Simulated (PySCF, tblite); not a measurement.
# H7NPSi2 radical, a small gas-phase stand-in for a defect centre (P on Si): EPR parameters

What EPR parameters should one expect for `[NH]P([SiH3])[SiH3]`? It is drawn as: nitrogen radical.

Programs: tblite 0.8.0 and PySCF 2.14.0. All values are calculated, for the isolated system unless a continuum is named. Atoms count from 0, parts from 1.

## Step 1: The system as given

11 atoms, charge 0, multiplicity 2; geometry: distance geometry start.

## Step 2: Geometry optimisation with GFN2-xTB

The job: settings as JSON, then the geometry in Å.

```
{"job": {"kind": "relax", "xc": "GFN2-xTB", "basis": "xTB"}, "charge": 0, "multiplicity": 2}
Si     1.646732    -0.749472    -0.135331
P      0.104332     0.612019    -0.826710
Si    -1.831277    -0.152426     0.000581
N      0.400980     2.299667    -0.333854
H      1.585974    -0.917347     1.338345
H      2.977936    -0.404650    -0.612478
H      1.286219    -2.076874    -0.679468
H     -1.845236    -1.572663    -0.380708
H     -1.693818    -0.089049     1.458180
H     -2.969774     0.592589    -0.493884
H      0.405603     2.440354     0.686370
```

With the program's defaults for keys left out, this is: GFN2-xTB geometry optimisation, gas phase.

Launch:

```sh
$ OMP_NUM_THREADS=1 python cluster_run.py task.json out
```

One launch serves the whole session: the jobs run in the order shown.

What it wrote:

```text
step      E/eV     max force
  0    -337.10492    4.390
  1    -337.51547    2.639
  2    -337.51130    4.923
  3    -337.67785    1.241
  4    -337.69858    0.630
  5    -337.71386    0.697
  6    -337.73819    1.442
  7    -337.74377    4.975
  8    -337.81965    2.666
  9    -337.88491    1.726
 10    -338.00091    1.131
 11    -338.03941    0.882
 12    -338.09706    0.989
 13    -338.13428    0.642
 14    -338.15171    0.746
 15    -338.16138    1.105
 16    -338.17830    0.668
 17    -338.20365    0.698
 18    -338.22549    0.641
 19    -338.24443    0.504
 20    -338.25782    0.331
 21    -338.26160    0.602
 22    -338.26808    0.330
 23    -338.27308    0.203
 24    -338.28275    0.208
 25    -338.28514    0.201
 26    -338.29171    0.223
 27    -338.29457    0.178
 28    -338.29691    0.203
 29    -338.29872    0.153
 30    -338.30051    0.126
 31    -338.30257    0.177
 32    -338.30575    0.203
 33    -338.30958    0.198
 34    -338.31278    0.160
 35    -338.31498    0.105
 36    -338.31651    0.122
 37    -338.31782    0.125
 38    -338.31908    0.091
 39    -338.31993    0.067
 40    -338.32042    0.096
 41    -338.32086    0.116
 42    -338.32142    0.111
 43    -338.32194    0.068
 44    -338.32223    0.041
 45    -338.32239    0.037
 46    -338.32256    0.048
 47    -338.32288    0.073
 48    -338.32346    0.087
 49    -338.32427    0.081
 50    -338.32492    0.062
 51    -338.32524    0.038
 52    -338.32543    0.053
 53    -338.32566    0.065
 54    -338.32604    0.073
 55    -338.32659    0.082
 56    -338.32713    0.059
 57    -338.32744    0.034
 58    -338.32755    0.023
 59    -338.32760    0.023
 60    -338.32768    0.030
 61    -338.32781    0.036
 62    -338.32801    0.038
 63    -338.32818    0.031
 64    -338.32827    0.020
 65    -338.32831    0.018
 66    -338.32835    0.022
 67    -338.32842    0.026
 68    -338.32850    0.028
 69    -338.32856    0.017
 70    -338.32858    0.009
 71    -338.32859    0.010
 72    -338.32861    0.013
 73    -338.32864    0.021
 74    -338.32870    0.028
 75    -338.32877    0.024
 76    -338.32880    0.015
 77    -338.32882    0.013
 78    -338.32885    0.013
 79    -338.32889    0.023
 80    -338.32896    0.029
 81    -338.32903    0.023
 82    -338.32906    0.012
 83    -338.32908    0.010
 84    -338.32909    0.010
 85    -338.32911    0.018
 86    -338.32917    0.027
 87    -338.32926    0.033
 88    -338.32937    0.032
 89    -338.32944    0.018
 90    -338.32948    0.019
 91    -338.32951    0.022
 92    -338.32957    0.030
 93    -338.32966    0.047
 94    -338.32980    0.053
 95    -338.32992    0.036
 96    -338.33000    0.021
 97    -338.33004    0.018
 98    -338.33007    0.024
 99    -338.33013    0.035
100    -338.33024    0.046
101    -338.33039    0.056
102    -338.33053    0.042
103    -338.33060    0.030
104    -338.33063    0.026
105    -338.33066    0.020
106    -338.33068    0.010
107    -338.33069    0.005
```

Wall time 1.6 s (1 thread of Arm Neoverse V1, shared host).

Along the way:

| step | energy from step 0 (eV) | largest force (eV/Å) |
| --- | --- | --- |
| 0 | 0.0000 | 4.3896 |
| 4 | -0.5937 | 0.6302 |
| 8 | -0.7147 | 2.6662 |
| 12 | -0.9921 | 0.9886 |
| 16 | -1.0734 | 0.6681 |
| 20 | -1.1529 | 0.3301 |
| 24 | -1.1778 | 0.2084 |
| 28 | -1.1920 | 0.2033 |
| 32 | -1.2008 | 0.2032 |
| 36 | -1.2116 | 0.1225 |
| 40 | -1.2155 | 0.0968 |
| 44 | -1.2173 | 0.0411 |
| 48 | -1.2185 | 0.0870 |
| 52 | -1.2205 | 0.0524 |
| 56 | -1.2222 | 0.0588 |
| 60 | -1.2228 | 0.0300 |
| 64 | -1.2233 | 0.0204 |
| 68 | -1.2236 | 0.0285 |
| 72 | -1.2237 | 0.0132 |
| 76 | -1.2239 | 0.0152 |
| 80 | -1.2240 | 0.0298 |
| 84 | -1.2242 | 0.0098 |
| 88 | -1.2244 | 0.0321 |
| 92 | -1.2246 | 0.0299 |
| 96 | -1.2251 | 0.0215 |
| 100 | -1.2253 | 0.0461 |
| 104 | -1.2257 | 0.0260 |
| 107 | -1.2258 | 0.0050 |

Close pairs (by a distance rule), those that changed most:

| bond | before (Å) | after (Å) | change (Å) |
| --- | --- | --- | --- |
| P1–N3 | 1.783 | 1.588 | -0.195 |
| Si0–P1 | 2.170 | 2.243 | +0.072 |
| P1–Si2 | 2.240 | 2.261 | +0.021 |
| Si0–H4 | 1.484 | 1.466 | -0.019 |
| Si2–H9 | 1.448 | 1.466 | +0.018 |
| N3–H10 | 1.030 | 1.013 | -0.017 |
| Si0–H6 | 1.479 | 1.465 | -0.014 |
| Si2–H7 | 1.471 | 1.458 | -0.012 |

## Step 3: Geometry optimisation at PBE0-D3(BJ)/def2-SVP

The job: settings as JSON, then the geometry in Å.

```
{"job": {"xc": "PBE0", "basis": "def2-SVP", "d3": "d3bj", "grid": 2, "kind": "geom", "shake": 0.01}, "charge": 0, "multiplicity": 2}
Si     1.832748    -0.863268    -0.103291
P      0.117716     0.527816    -0.657369
Si    -1.926895    -0.117341     0.091721
N      0.643931     1.900024    -0.011769
H      1.939215    -0.984279     1.335314
H      3.016755    -0.259105    -0.695814
H      1.479386    -2.132220    -0.706076
H     -2.171272    -1.362246    -0.597094
H     -1.937340    -0.286293     1.576150
H     -2.835276     0.950923    -0.277157
H     -0.126280     2.597490     0.055685
```

What it wrote:

```text
step   0  E = -978.46747965  max force = 0.036685
step   1  E = -978.47456532  max force = 0.004425
step   2  E = -978.47494795  max force = 0.003304
step   3  E = -978.47510483  max force = 0.002467
step   4  E = -978.47518211  max force = 0.001005
step   5  E = -978.47521265  max force = 0.000613
step   6  E = -978.47521887  max force = 0.000325
optimisation converged
```

Run time: 65 s. Hardware: 1 thread of Arm Neoverse V1, shared host; peak memory 0.53 GiB.

Step by step:

| step | energy from step 0 (eV) | largest force component (eV/Å) |
| --- | --- | --- |
| 0 | 0.0000 | 1.8864 |
| 1 | -0.1928 | 0.2275 |
| 2 | -0.2032 | 0.1699 |
| 3 | -0.2075 | 0.1269 |
| 4 | -0.2096 | 0.0517 |
| 5 | -0.2104 | 0.0315 |
| 6 | -0.2106 | 0.0167 |

Close pairs (by a distance rule), those that changed most:

| bond | before (Å) | after (Å) | change (Å) |
| --- | --- | --- | --- |
| P1–N3 | 1.605 | 1.663 | +0.058 |
| Si2–H7 | 1.444 | 1.494 | +0.050 |
| Si0–H6 | 1.449 | 1.494 | +0.046 |
| Si0–H4 | 1.448 | 1.493 | +0.046 |
| Si2–H9 | 1.450 | 1.494 | +0.044 |
| Si0–H5 | 1.455 | 1.490 | +0.035 |
| Si0–P1 | 2.277 | 2.258 | -0.019 |
| N3–H10 | 1.041 | 1.027 | -0.014 |

The final coordinates are the input of the step that follows.

| at the end point | value |
| --- | --- |
| point group (found at 0.08 Å tolerance) | C1 |
| rotational constants (GHz, main isotopes) | 4.268, 2.193, 1.617 |
| dipole moment (D) | 1.70 |
| ⟨S²⟩ | 0.758 |

## Step 4: g tensor and hyperfine couplings: B3LYP/IGLO-III+pcH-1

The job: settings as JSON, then the geometry in Å.

```
{"job": {"kind": "epr"}, "charge": 0, "multiplicity": 2}
Si     1.721695    -0.842854    -0.112299
P      0.153021     0.623794    -0.808987
Si    -1.792353    -0.134628     0.079595
N      0.629853     2.021195    -0.044039
H      1.741635    -0.959682     1.376164
H      3.042247    -0.363771    -0.609144
H      1.392240    -2.169704    -0.715385
H     -2.164000    -1.414141    -0.595183
H     -1.695707    -0.351914     1.555556
H     -2.825404     0.909269    -0.193294
H     -0.170509     2.653890     0.077347
```

Method: UKS B3LYP, IGLO-III on N P Si, pcH-1 on H, non-relativistic, mean-field spin-orbit, GIAO.

What it wrote:

```text
UKS, coarse grid
  cycle   1  E = -979.29657616  |g| = 3.88e-01
  cycle   2  E = -978.93887574  |g| = 8.96e-01
  cycle   3  E = -979.36428955  |g| = 6.37e-02
  cycle   4  E = -979.36653990  |g| = 3.45e-02
  cycle   5  E = -979.36723870  |g| = 1.20e-02
  cycle   6  E = -979.36734686  |g| = 6.46e-03
  cycle   7  E = -979.36738506  |g| = 1.86e-03
  cycle   8  E = -979.36738741  |g| = 4.19e-04
UKS, final grid
  cycle   1  E = -979.36736571  |g| = 3.96e-04
  cycle   2  E = -979.36736562  |g| = 6.65e-04
  cycle   3  E = -979.36736581  |g| = 1.40e-04
  cycle   4  E = -979.36736583  |g| = 6.60e-05
  cycle   5  E = -979.36736583  |g| = 2.89e-05
E = -979.36736583 Eh   <S^2> = 0.7581 (exact 0.7500)
g shifts (ppm)      1          2          3
  rmc          -202       -202       -202
  gc             -6         51         41
  oz_so        -210       2684       6709
  total        -417       2533       6548
hyperfine (MHz)  atom isotope    a_iso     a_fc   dipolar eigenvalues
    0  29Si     -40.07     -40.15    -10.61      4.70      5.91
    1   31P     402.03     402.93    -85.31    -70.40    155.71
    2  29Si     -65.80     -65.93    -15.74      7.05      8.69
    3   14N      21.66      21.55    -30.40    -29.83     60.23
    4    1H      18.98      18.98     -1.79     -1.21      3.01
    5    1H      -1.97      -1.97     -1.62     -1.48      3.11
    6    1H       1.20       1.20     -1.72     -1.25      2.97
    7    1H       0.56       0.56     -1.94     -1.15      3.08
    8    1H      28.14      28.14     -2.01     -0.91      2.92
    9    1H      -3.21      -3.21     -1.74     -1.42      3.16
   10    1H     -39.22     -39.37    -35.70     -7.18     42.88
```

Run time: 45 s. Hardware: 1 thread of Arm Neoverse V1, shared host; peak memory 0.79 GiB.

Principal g values 2.00190, 2.00485, 2.00887; g(iso) = 2.00521, against 2.00232 for a free electron.

Hyperfine couplings, nucleus by nucleus at this fixed geometry (no averaging over rotations):

| nuclei | isotope | a(iso) (MHz) | a(iso) (G, at g = 2.0023) | largest dipolar term (MHz) |
| --- | --- | --- | --- | --- |
| P1 | 31P | 402.0 | 143.5 | 155.7 |
| Si2 | 29Si | -65.8 | -23.5 | -15.7 |
| Si0 | 29Si | -40.1 | -14.3 | -10.6 |
| H10 | 1H | -39.2 | -14.0 | 42.9 |
| H8 | 1H | 28.1 | 10.0 | 2.9 |
| N3 | 14N | 21.7 | 7.7 | 60.2 |
| H4 | 1H | 19.0 | 6.8 | 3.0 |
| H9 | 1H | -3.2 | -1.1 | 3.2 |
| H5 | 1H | -2.0 | -0.7 | 3.1 |
| H6 | 1H | 1.2 | 0.4 | 3.0 |
| H7 | 1H | 0.6 | 0.2 | 3.1 |

Mulliken spin populations:

| atom | value (e) |
| --- | --- |
| Si0 | 0.03 |
| P1 | 0.25 |
| Si2 | 0.05 |
| N3 | 0.67 |
| H4 | 0.01 |
| H5 | 0.00 |
| H6 | 0.00 |
| H7 | 0.00 |
| H8 | 0.02 |
| H9 | 0.00 |
| H10 | -0.03 |

In first order the couplings over 0.8 MHz of 31P, 1H, 14N give 384 distinct lines over 192.0 G.

## Step 5: g tensor and hyperfine couplings: BHandHLYP/IGLO-III+pcH-1

Same as in step 4 but for these lines:

```diff
@@ -1,2 +1,2 @@
-{"job": {"kind": "epr"}, "charge": 0, "multiplicity": 2}
+{"job": {"kind": "epr", "xc": "BHandHLYP"}, "charge": 0, "multiplicity": 2}
 Si     1.721695    -0.842854    -0.112299
```

With the program's defaults for keys left out, this is: UKS BHandHLYP, IGLO-III on N P Si, pcH-1 on H, non-relativistic, mean-field spin-orbit, GIAO.

What it wrote:

```text
UKS, coarse grid
  cycle   1  E = -979.18872331  |g| = 3.29e-01
  cycle   2  E = -979.13609958  |g| = 4.87e-01
  cycle   3  E = -979.25086173  |g| = 4.71e-02
  cycle   4  E = -979.25344878  |g| = 2.57e-02
  cycle   5  E = -979.25445917  |g| = 1.22e-02
  cycle   6  E = -979.25487641  |g| = 6.98e-03
  cycle   7  E = -979.25501348  |g| = 2.33e-03
  cycle   8  E = -979.25502865  |g| = 9.27e-04
  cycle   9  E = -979.25503183  |g| = 4.22e-04
UKS, final grid
  cycle   1  E = -979.25501767  |g| = 3.22e-04
  cycle   2  E = -979.25501793  |g| = 2.61e-04
  cycle   3  E = -979.25501804  |g| = 1.70e-04
  cycle   4  E = -979.25501823  |g| = 1.36e-04
  cycle   5  E = -979.25501827  |g| = 2.10e-05
  cycle   6  E = -979.25501827  |g| = 9.47e-06
E = -979.25501827 Eh   <S^2> = 0.7664 (exact 0.7500)
g shifts (ppm)      1          2          3
  rmc          -210       -210       -210
  gc             -8         53         39
  oz_so        -241       2227       7067
  total        -459       2070       6896
hyperfine (MHz)  atom isotope    a_iso     a_fc   dipolar eigenvalues
    0  29Si     -38.02     -38.10     -9.78      4.19      5.59
    1   31P     331.09     331.68    -81.64    -57.12    138.75
    2  29Si     -64.24     -64.37    -14.96      6.53      8.44
    3   14N      34.45      34.34    -33.95    -33.12     67.08
    4    1H      14.41      14.41     -1.73     -1.33      3.05
    5    1H      -2.42      -2.43     -1.63     -1.44      3.07
    6    1H       0.63       0.63     -1.59     -1.22      2.81
    7    1H       0.30       0.30     -1.80     -1.12      2.92
    8    1H      23.27      23.27     -1.87     -1.03      2.90
    9    1H      -3.55      -3.55     -1.66     -1.43      3.09
   10    1H     -52.43     -52.60    -41.13     -8.47     49.61
```

Run time: 48 s. Hardware: 1 thread of Arm Neoverse V1, shared host; peak memory 0.79 GiB.

In short: g(iso) 2.00516.

## Step 6: Comparing the runs: EPR parameters

g, ⟨S²⟩ and isotropic hyperfine couplings (MHz), with basis size and wall time:

| run | g(iso) | ⟨S²⟩ | 31P P1 | 29Si Si2 | 29Si Si0 | 1H H10 | 1H H8 | functions | time |
| --- | --- | --- | --- | --- | --- | --- | --- | --- | --- |
| B3LYP/IGLO-III+pcH-1 | 2.00521 | 0.758 | 402.0 | -65.8 | -40.1 | -39.2 | 28.1 | 237 | 45 s |
| BHandHLYP/IGLO-III+pcH-1 | 2.00516 | 0.766 | 331.1 | -64.2 | -38.0 | -52.4 | 23.3 | 237 | 48 s |

## Step 7: Results

| quantity | value |
| --- | --- |
| point group | C1 |
| rotational constants (main isotopes) | 4.27, 2.19, 1.62 GHz |
| g(iso) (B3LYP) | 2.00521 |
| ⟨S²⟩ | 0.758 (exact 0.75) |
| largest a(iso) | 31P on P1, 402.0 MHz |

**Reading.** The start of the PBE0/def2-SVP relaxation was shaken at random by about 0.01 Å, so part of the energy gained, and of the first lengths quoted, undoes that. The optimisation took 6 steps and gained 0.211 eV; among the close pairs (by a distance rule), P1–N3 changed most, from 1.605 to 1.663 Å (PBE0/def2-SVP). No frequency check was run at this level, so the end point may be a saddle. The largest share of the spin, 0.67 e, sits on N3. The isotropic g lies 2.9 ppt above the free-electron value. The coupling of 31P on P1 runs from 331.1 (BHandHLYP/IGLO-III+pcH-1) to 402.0 MHz (B3LYP/IGLO-III+pcH-1). A capped cluster stands for the solid here, so long-range fields and strain are missing, and bands or shifts of the capping hydrogens have no counterpart in it.
